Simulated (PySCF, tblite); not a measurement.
# C₄H₈BO₂ radical: geometry, infrared bands and EPR parameters

What infrared bands and EPR parameters should C₄H₈BO₂ radical (`C[CH][C@H]1COBO1`) show?

Computed with tblite 0.8.0 and PySCF 2.14.0, with density-fitted response routines of our own, on a single molecule in the gas phase. Atoms count from 0, in the outputs and in this text.

### 1 The starting structure

15 atoms, charge 0, multiplicity 2; geometry from: force field or distance geometry start.

Bonds of the start (Å): C0–C1 1.53, C1–C2 1.51, C2–C3 1.55, C3–O4 1.40, O4–B5 1.45, B5–O6 1.46, O6–C2 1.40, C0–H7 1.11, C0–H8 1.11, C0–H9 1.12, C1–H10 1.12, C2–H11 1.11, C3–H12 1.12, C3–H13 1.11, B5–H14 1.19.

### 2 Geometry optimisation with GFN2-xTB

Job settings and geometry (Å):

```
{"job": {"kind": "relax", "xc": "GFN2-xTB", "basis": "xTB"}, "charge": 0, "multiplicity": 2}
C      2.282400    -0.148100     0.369900
C      0.903400    -0.815700     0.293300
C     -0.147400     0.081100    -0.326300
C     -1.485200    -0.669900    -0.552300
O     -2.492900    -0.010100     0.169300
B     -1.864900     1.277600     0.382800
O     -0.417200     1.178900     0.507700
H      2.617800     0.143200    -0.643900
H      3.015900    -0.856400     0.804500
H      2.223700     0.759200     1.016400
H      0.590000    -1.143300     1.318300
H      0.215000     0.452400    -1.310100
H     -1.432300    -1.725500    -0.169600
H     -1.740800    -0.708100    -1.628600
H     -2.272000     2.192700    -0.253400
```

Command:

```console
$ OMP_NUM_THREADS=1 python probes_run.py task.json out
```

One launch serves the whole session: the jobs run in the order shown.

The program printed:

```text
step      E/eV     max force
  0    -597.53708    2.607
  1    -597.92997    1.597
  2    -598.16554    1.305
  3    -598.25163    1.310
  4    -598.47611    1.131
  5    -598.61503    1.039
  6    -598.73789    1.059
  7    -598.86498    0.885
  8    -598.98131    0.737
  9    -599.04626    0.712
 10    -599.11702    0.677
 11    -599.15816    0.478
 12    -599.18081    0.302
 13    -599.19645    0.374
 14    -599.20936    0.293
 15    -599.21903    0.272
 16    -599.22540    0.238
 17    -599.23008    0.176
 18    -599.23509    0.188
 19    -599.24086    0.189
 20    -599.24537    0.155
 21    -599.24876    0.133
 22    -599.25218    0.161
 23    -599.25607    0.164
 24    -599.25893    0.126
 25    -599.26060    0.077
 26    -599.26176    0.081
 27    -599.26269    0.071
 28    -599.26338    0.057
 29    -599.26375    0.039
 30    -599.26399    0.037
 31    -599.26422    0.033
 32    -599.26447    0.036
 33    -599.26466    0.028
 34    -599.26481    0.029
 35    -599.26499    0.036
 36    -599.26524    0.047
 37    -599.26553    0.051
 38    -599.26579    0.040
 39    -599.26599    0.049
 40    -599.26624    0.051
 41    -599.26663    0.065
 42    -599.26717    0.086
 43    -599.26775    0.078
 44    -599.26824    0.051
 45    -599.26869    0.054
 46    -599.26919    0.062
 47    -599.26971    0.072
 48    -599.27015    0.060
 49    -599.27050    0.045
 50    -599.27088    0.055
 51    -599.27137    0.079
 52    -599.27193    0.076
 53    -599.27239    0.061
 54    -599.27269    0.056
 55    -599.27293    0.044
 56    -599.27312    0.038
 57    -599.27327    0.026
 58    -599.27334    0.029
 59    -599.27342    0.029
 60    -599.27357    0.035
 61    -599.27378    0.045
 62    -599.27407    0.051
 63    -599.27435    0.044
 64    -599.27459    0.044
 65    -599.27482    0.040
 66    -599.27511    0.052
 67    -599.27547    0.059
 68    -599.27584    0.048
 69    -599.27616    0.043
 70    -599.27637    0.037
 71    -599.27652    0.029
 72    -599.27666    0.042
 73    -599.27684    0.045
 74    -599.27712    0.050
 75    -599.27773    0.056
 76    -599.27845    0.063
 77    -599.27945    0.066
 78    -599.28069    0.088
 79    -599.28233    0.122
 80    -599.26897    0.487
 81    -599.28460    0.112
 82    -599.28586    0.128
 83    -599.28419    0.330
 84    -599.28832    0.043
 85    -599.28920    0.049
 86    -599.28921    0.166
 87    -599.29027    0.033
 88    -599.29054    0.031
 89    -599.29090    0.032
 90    -599.29098    0.022
 91    -599.29104    0.020
 92    -599.29111    0.017
 93    -599.29119    0.018
 94    -599.29124    0.019
 95    -599.29128    0.022
 96    -599.29132    0.024
 97    -599.29139    0.023
 98    -599.29148    0.026
 99    -599.29159    0.026
100    -599.29168    0.021
101    -599.29174    0.024
102    -599.29180    0.029
103    -599.29188    0.027
104    -599.29204    0.039
105    -599.29213    0.028
106    -599.29219    0.022
107    -599.29226    0.021
108    -599.29228    0.009
```

Wall time 1.2 s (1 thread of Intel Xeon at 2.50GHz, shared host).

Along the way: (not every step is listed) (the energy doesn't fall at every step)

```csv
step,energy from step 0 (eV),largest force (eV/Å)
0,0.0000,2.6067
1,-0.3929,1.5970
2,-0.6285,1.3054
3,-0.7146,1.3098
4,-0.9390,1.1311
5,-1.0780,1.0392
6,-1.2008,1.0591
7,-1.3279,0.8852
8,-1.4442,0.7369
17,-1.6930,0.1763
26,-1.7247,0.0806
35,-1.7279,0.0358
44,-1.7312,0.0509
53,-1.7353,0.0612
62,-1.7370,0.0508
71,-1.7394,0.0291
80,-1.7319,0.4872
89,-1.7538,0.0325
98,-1.7544,0.0264
103,-1.7548,0.0272
104,-1.7550,0.0385
105,-1.7551,0.0277
106,-1.7551,0.0223
107,-1.7552,0.0211
108,-1.7552,0.0091
```

Distances of close pairs at the start and the end, largest changes first:

```csv
bond,before (Å),after (Å),change (Å)
B5–O6,1.456,1.353,-0.103
O4–B5,1.448,1.358,-0.090
C0–C1,1.534,1.476,-0.058
C1–H10,1.121,1.076,-0.044
C1–C2,1.514,1.474,-0.040
C3–H12,1.124,1.095,-0.029
B5–H14,1.187,1.161,-0.026
C2–C3,1.551,1.574,+0.024
```

The next job starts from the end point, and lists it.

### 3 Vibrational analysis with GFN2-xTB

Job settings and geometry (Å):

```
{"job": {"kind": "ir", "xc": "GFN2-xTB", "basis": "xTB"}, "charge": 0, "multiplicity": 2}
C      2.276722    -0.444132     0.300997
C      0.880392    -0.131847     0.661549
C     -0.102591     0.374530    -0.313570
C     -1.217271    -0.676409    -0.676153
O     -2.431923    -0.070763    -0.301337
B     -2.169129     1.156437     0.218176
O     -0.851686     1.464657     0.222417
H      2.383628    -0.591462    -0.772099
H      2.622491    -1.336481     0.824376
H      2.951389     0.369876     0.594004
H      0.570441    -0.196852     1.690350
H      0.401110     0.723214    -1.224314
H     -1.086619    -1.605648    -0.112218
H     -1.237349    -0.898884    -1.746629
H     -2.994019     1.871754     0.612539
```

The program printed:

```text
mode    cm-1     km/mol
  1      29.0      0.32
  2      59.9      1.53
  3      87.5      0.76
  4     269.7      0.84
  5     319.6      3.04
  6     363.4      6.19
  7     451.1     18.08
  8     484.6     16.45
  9     705.5      9.38
 10     744.1     10.32
 11     771.8     81.40
 12     854.2      4.68
 13     890.1      4.66
 14     939.3     16.44
 15     971.6      1.93
 16     986.7      9.54
 17     993.5     40.05
 18    1047.2     26.98
 19    1128.0      7.28
 20    1135.8    146.69
 21    1155.5     76.38
 22    1162.9    205.90
 23    1184.4      6.07
 24    1232.2     71.52
 25    1252.4     10.47
 26    1289.6     76.92
 27    1363.8     18.90
 28    1390.5      8.59
 29    1458.5      4.74
 30    1467.7      1.05
 31    1475.2      6.96
 32    2734.2    117.97
 33    2883.8     32.60
 34    2887.7     20.67
 35    2922.3     42.43
 36    2942.7     35.08
 37    2986.6     24.60
 38    3023.7     26.27
 39    3118.7     30.13
```

Run time: 1.1 s. Hardware: 1 thread of Intel Xeon at 2.50GHz, shared host.

Which atoms move in the most intense modes:

```csv
cm⁻¹,km/mol,atoms
772,81.4,"H14 67 %, B5 30 %"
1136,146.7,"B5 30 %, O4 29 %, O6 12 %, C3 12 %"
1156,76.4,"H13 20 %, H10 18 %, B5 15 %"
1163,205.9,"B5 29 %, H12 17 %, H11 12 %"
1232,71.5,H11 62 %
1290,76.9,"H12 32 %, H13 29 %, C3 12 %"
2734,118.0,H14 91 %
2922,42.4,"H12 67 %, H13 23 %"
```

### 4 EPR parameters: B3LYP/pcH-1

Same as in step 3 but for these lines:

```diff
@@ -1,2 +1,2 @@
-{"job": {"kind": "ir", "xc": "GFN2-xTB", "basis": "xTB"}, "charge": 0, "multiplicity": 2}
+{"job": {"kind": "epr", "basis": "pcH-1"}, "charge": 0, "multiplicity": 2}
 C      2.276722    -0.444132     0.300997
```

Level: UKS B3LYP, pcH-1 on B C H O, non-relativistic, mean-field spin-orbit, GIAO.

The program printed:

```text
UKS, coarse grid
  cycle   1  E = -332.45067126  |g| = 6.24e-01
  cycle   2  E = -332.26261691  |g| = 9.69e-01
  cycle   3  E = -332.58824790  |g| = 7.11e-02
  cycle   4  E = -332.58993745  |g| = 3.48e-02
  cycle   5  E = -332.59051079  |g| = 8.57e-03
  cycle   6  E = -332.59053717  |g| = 4.87e-03
  cycle   7  E = -332.59054510  |g| = 1.43e-03
  cycle   8  E = -332.59054571  |g| = 4.99e-04
UKS, final grid
  cycle   1  E = -332.59056850  |g| = 5.45e-04
  cycle   2  E = -332.59056838  |g| = 7.81e-04
  cycle   3  E = -332.59056863  |g| = 1.39e-04
  cycle   4  E = -332.59056864  |g| = 2.61e-05
E = -332.59056864 Eh   <S^2> = 0.7539 (exact 0.7500)
g shifts (ppm)      1          2          3
  rmc          -153       -153       -153
  gc             10         39         42
  oz_so         -93        206        745
  total        -237         93        634
hyperfine (MHz)  atom isotope    a_iso     a_fc   dipolar eigenvalues
    0   13C     -32.89     -32.89     -2.66      0.82      1.85
    1   13C      90.62      90.62    -81.20    -80.32    161.52
    2   13C     -29.25     -29.25     -1.96     -0.52      2.47
    3   13C      76.89      76.89     -5.87     -4.75     10.62
    4   17O       0.73       0.73     -4.86      2.31      2.55
    5   11B      -2.04      -2.04     -1.07      0.20      0.87
    6   17O     -23.16     -23.16     -9.19      4.29      4.90
    7    1H      20.21      20.21     -4.66     -4.16      8.82
    8    1H      63.63      63.63     -4.96     -4.28      9.24
    9    1H     159.18     159.18     -5.65     -3.16      8.81
   10    1H     -62.25     -62.25    -38.18     -0.80     38.98
   11    1H      19.02      19.02     -5.78     -3.89      9.67
   12    1H      -0.99      -0.99     -6.92     -1.53      8.45
   13    1H       2.39       2.39     -3.34     -2.04      5.37
   14    1H       3.79       3.79     -1.16     -0.88      2.04
```

Wall time 1.8 min (1 thread of Intel Xeon at 2.50GHz, shared host); peak memory 0.95 GiB.

Principal g values 2.00208, 2.00241, 2.00295; g(iso) = 2.00248, against 2.00232 for a free electron.

Hyperfine couplings; where a row names several nuclei, a(iso) is their mean (it holds for fast rotation or exchange) and the dipolar term the largest among them:

```csv
nuclei,isotope,a(iso) (MHz),"a(iso) (G, at g = 2.0023)",largest dipolar term (MHz)
C1,13C,90.6,32.3,161.5
"H7, H8, H9",1H,81.0,28.9,9.2
C3,13C,76.9,27.4,10.6
H10,1H,-62.2,-22.2,39.0
C0,13C,-32.9,-11.7,-2.7
C2,13C,-29.2,-10.4,2.5
O6,17O,-23.2,-8.3,-9.2
H11,1H,19.0,6.8,9.7
H14,1H,3.8,1.4,2.0
H13,1H,2.4,0.9,5.4
B5,11B,-2.0,-0.7,-1.1
H12,1H,-1.0,-0.4,8.4
O4,17O,0.7,0.3,-4.9
```

Mulliken spin populations:

C0 -0.09; C1 1.02; C2 -0.07; C3 0.04; O4 0.01; B5 0.00; O6 0.02; H7 0.01; H8 0.02; H9 0.06; H10 -0.04; H11 0.01; H12 0.00; H13 0.00; H14 0.00

In first order the couplings over 0.8 MHz of 1H, 11B give 512 distinct lines over 120.5 G, if the averaged nuclei exchange fast.

The fields below are evaluated on a grid from the run's orbitals.

ELF in a plane through or near 6 of the atoms.

Ten even steps from '0' (0.00) to '9' (1.00):
```
0000000000000000000000000000
0000000000000000000000000000
0000000000000000000000000000
0000000000000000000013200000
0000000000000001100079961000
0000012200021004520399996000
0000058840364017863699999100
0000158973576215883199998100
0000026866734734561538874000
0000025635913954114442100000
0000147735767668547475100000
0000025654232267167487300000
0000001232000032826787300000
0000000010000035562254100000
0000000000000015771000000000
0000000000000003652000000000
0000000000000001220000000000
0000000000000000000000000000
0000000000000000000000000000
0000000000000000000000000000
```
The map spans 11.7 Å across and 9.1 Å up, centred on the molecule. Atoms in the plane (x, y in Å): C0 (-2.3, 0.1), C1 (-0.9, 0.4), C3 (1.1, -1.1), O4 (2.4, -0.5), B5 (2.3, 0.8), H14 (3.3, 1.5).

log10 of the density (e/Å³) in the same plane.

Ten even steps from '0' (-4.0) to '9' (1.6):
```
0000000000000000000000000000
0000000000000000000000000000
0000000000000000001111110000
0000000000111112222222221000
0000012222222233433344332100
0000123333333344554555543100
0001244554555556666667653210
0002345666666656776777653210
0012346677777666667976543210
0012356787787776667765432100
0012356777666677667876432000
0002345666555667778876431000
0001234555444567977765421000
0000223343333456766554320000
0000012222222345654432100000
0000000111012334544321000000
0000000000001223333210000000
0000000000000112221100000000
0000000000000000000000000000
0000000000000000000000000000
```
The map spans 11.7 Å across and 9.1 Å up, centred on the molecule. Atoms in the plane (x, y in Å): C0 (-2.3, 0.1), C1 (-0.9, 0.4), C3 (1.1, -1.1), O4 (2.4, -0.5), B5 (2.3, 0.8), H14 (3.3, 1.5).

On the surface of density 0.002 e/bohr³ the electrostatic potential runs, from the 1st to the 99th percentile, from -1.41 V near O6 to 1.03 V near H11.

The spin density lies nearest to C1 64 %; H10 9 %; H9 6 %.

### 5 Outcome

```
                                 quantity                  value
strongest single infrared mode (GFN2-xTB)  1163 cm⁻¹, 206 km/mol
             zero-point energy (GFN2-xTB)          73.1 kcal/mol
                           g(iso) (B3LYP)                2.00248
                                     ⟨S²⟩     0.754 (exact 0.75)
       largest a(iso) (averaged by class)    13C on C1, 90.6 MHz
    surface potential, 1st and 99th percentile     -1.41 V and 1.03 V
```

In words: Over 108 steps the energy fell by 1.755 eV; of the close pairs, B5–O6 changed most, 1.456 to 1.353 Å. No mode is imaginary among the 39: a minimum at this level. The strongest single mode, at 1163 cm⁻¹, is spread over several atoms, B5, H12, H11 among them. Unscaled tight-binding wavenumbers are off by several per cent, some by more. Its intensities can rank the bands wrongly. C1 carries the largest spin population, 1.02 e. The isotropic g lies 0.2 ppt above the free-electron value.
